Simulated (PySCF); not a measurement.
# Cu²⁺: dipole response in aug-cc-pwCVTZ-DK plus 1 even-tempered diffuse shell per l

Aim: the static polarisability and the C₆ coefficient of Cu²⁺, method by method.

Program: PySCF 2.14.0. Level of theory: unrestricted determinants in a Gaussian basis, no spin-orbit coupling in the energies. These are calculated values, not measurements, unless marked.

## Step 1: Starting point

```
Element     : copper (Z = 29)
Basis       : aug-cc-pwCVTZ-DK with one added diffuse shell each of s, p, d, f, g type (11s10p8d5f4g, 152 functions)
Hamiltonian : scalar relativity by spin-free X2C-1e
State 1     : Cu²⁺: [Ar] 3d9, 2D determinant
Methods     : M06-L
```

Outer shells as boxes (Hund's rule):

Cu2+ [Ar] 3d9
```
[Ar] core
3d [↑↓][↑↓][↑↓][↑↓][↑ ]
```

One driver process ran all states and methods and kept the integrals in memory. Each run is shown as a PySCF script that sums up its settings (the driver passes frozen orbitals as a list and adds second-order terms of double hybrids); the logs are those of the runs themselves. The driver starts from symmetry-adapted Hartree-Fock orbitals, holds the occupation by maximum overlap and uses a logarithmic radial grid for functionals, so a plain start would take other cycles.

The integrals over 152 functions and the set-up took 11 s of CPU time.

## Step 2: Cu²⁺, at M06-L

**M06-L**

Input file input.py:

```python
from pyscf import gto, scf, dft, mp, cc
import basis_set_exchange as bse
mol = gto.M(atom="Cu 0 0 0", charge=2, spin=1, symmetry="D2h",
            basis=gto.basis.parse(bse.get_basis("aug-cc-pwCVTZ-DK", elements=["Cu"], fmt="nwchem", augment_diffuse=1)),
            nucmod="G")
mf = dft.UKS(mol, xc="M06L").sfx2c1e()
mf.irrep_nelec = {'Ag': (5, 4), 'B1g': (1, 1), 'B2g': (1, 1), 'B3g': (1, 1), 'B1u': (2, 2), 'B2u': (2, 2), 'B3u': (2, 2)}
mf.kernel()
```

What it wrote:

```text
damping factor = 0
level_shift factor = 0
DIIS = <class 'pyscf.scf.diis.CDIIS'>
diis_start_cycle = 1
diis_space = 10
diis_damp = 0
SCF conv_tol = 1e-09
SCF conv_tol_grad = None
number electrons alpha = 14  beta = 13
XC functionals = M06L
    Y. Zhao and D. G. Truhlar.,  J. Chem. Phys. 125, 194101 (2006)
    Y. Zhao and D. G. Truhlar.,  J. Chem. Phys. 125, 194101 (2006)
    Y. Zhao and D. G. Truhlar.,  Theor. Chem. Acc. 120, 215 (2008)
cycle= 1 E= -1653.67210225879  delta_E= -0.00986  |g|= 0.0639  |ddm|= 0.513
cycle= 2 E= -1653.67124887076  delta_E= 0.000853  |g|= 0.11  |ddm|= 0.0808
cycle= 3 E= -1653.67264823933  delta_E= -0.0014  |g|= 0.00325  |ddm|= 0.0371
cycle= 4 E= -1653.67264953186  delta_E= -1.29e-06  |g|= 0.000997  |ddm|= 0.00138
cycle= 5 E= -1653.67264966169  delta_E= -1.3e-07  |g|= 2.61e-05  |ddm|= 0.000602
cycle= 6 E= -1653.67264966183  delta_E= -1.38e-10  |g|= 4.06e-06  |ddm|= 6.49e-05
converged SCF energy = -1653.67264966183  <S^2> = 0.75108833  2S+1 = 2.001088
```

It used 3.8 min of CPU time after the integrals (shared host).

Orbital energies by shell (radii are means over both spins):

```csv
shell,electrons,mean orbital energy (eV),spread (eV),rms radius (bohr)
1s β,1,-8891.6,0,0.0602
1s α,1,-8891.6,0,0.0602
2s α,1,-1099.9,0,0.255
2s β,1,-1099.1,0,0.255
2p α,3,-949.73,1.135,0.228
2p β,3,-949.14,0.506,0.228
3s α,1,-145.81,0,0.760
3s β,1,-143.46,0,0.760
3p α,3,-100.94,2.166,0.808
3p β,3,-98.826,0.060,0.808
3d α,5,-30.151,2.374,1.04
3d β,4,-28.874,1.847,1.04
```

⟨S²⟩ = 0.751, ⟨L²⟩ = 6.01.

The driver then solved the coupled dipole response at imaginary frequencies: mean α = 3.177 bohr³ (xx, yy, zz: 3.038, 3.038, 3.454), C₆ = 8.788 au for a like pair.

Radial density 4πr²ρ of Cu²⁺ at M06-L:

```csv
r (bohr),density,spin density
0.000925,0.273,0.000
0.00156,0.681,0.000
0.00262,1.66,0.000
0.00440,3.92,0.000
0.00740,8.69,0.000
0.0125,17.3,0.000
0.0209,28.8,0.000
0.0352,35.4,0.000
0.0593,30.2,0.000
0.0997,30.3,0.010
0.168,40.3,0.097
0.282,23.6,0.459
0.474,20.1,1.059
0.798,18.4,0.996
1.34,4.60,0.312
2.26,0.480,0.027
3.80,0.0105,0.000
6.39,2.08e-05,0.000
```

## Step 3: Polarisabilities and C₆

Cu²⁺, in atomic units:

```csv
method,mean α,C₆ (like pair),S(−4)
M06-L,3.177,8.788,4.985
```

α(iu) at M06-L:

```csv
u (hartree),α(iu) (bohr³)
0,3.177
0.0500,3.164
0.100,3.128
0.200,2.997
0.300,2.815
0.500,2.417
0.750,1.991
1.00,1.669
1.50,1.235
2.00,0.9600
3.00,0.6362
5.00,0.3446
```

## Step 4: Outcome

| quantity | value |
| --- | --- |
| α of Cu²⁺ | 3.177 (M06-L) bohr³ |

**Reading.** A single London oscillator with the computed α and C₆ of Cu²⁺ at M06-L would have ω = 4 C₆ / (3 α²) = 1.16 hartree. All values hold for this basis alone; no basis-set limit was taken.
